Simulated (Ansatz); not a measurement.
Here is an Ansatz 0.2.0 calculation.

input

```
crystal:
  lattice:
    - [4.806367, 0.0, 0.0]
    - [0.0, 4.806367, 0.0]
    - [0.0, 0.0, 4.806367]
  atoms:
    - { symbol: Sb, position: [0.5, 0.5, 0.0] }
    - { symbol: Sb, position: [0.0, 0.5, 0.5] }
    - { symbol: Sb, position: [0.5, 0.0, 0.5] }
    - { symbol: In, position: [0.0, 0.0, 0.0] }
hamiltonian:
  xc: pbe0
  pseudopotentials: { kind: paw }
kpoints:
  mp_grid: { grid: [4, 4, 4] }
scf:
  occupations: { method: fermi_dirac, width: 0.05 }
output:
  forces: true
  stress: true
  eigenvalues: true
```

Q: Estimate the band gap on the k mesh.

A: None (metal or under the smearing width).

Q: Predict the pressure.

A: -1.2 GPa.

Caveat: the PAW data sets come from PBE, with cores solved anew for the run's functional, which leaves a small shift of forces and pressure; the thresholds are loose for stress. Spin-orbit coupling is left out, which matters for the levels of Sb.
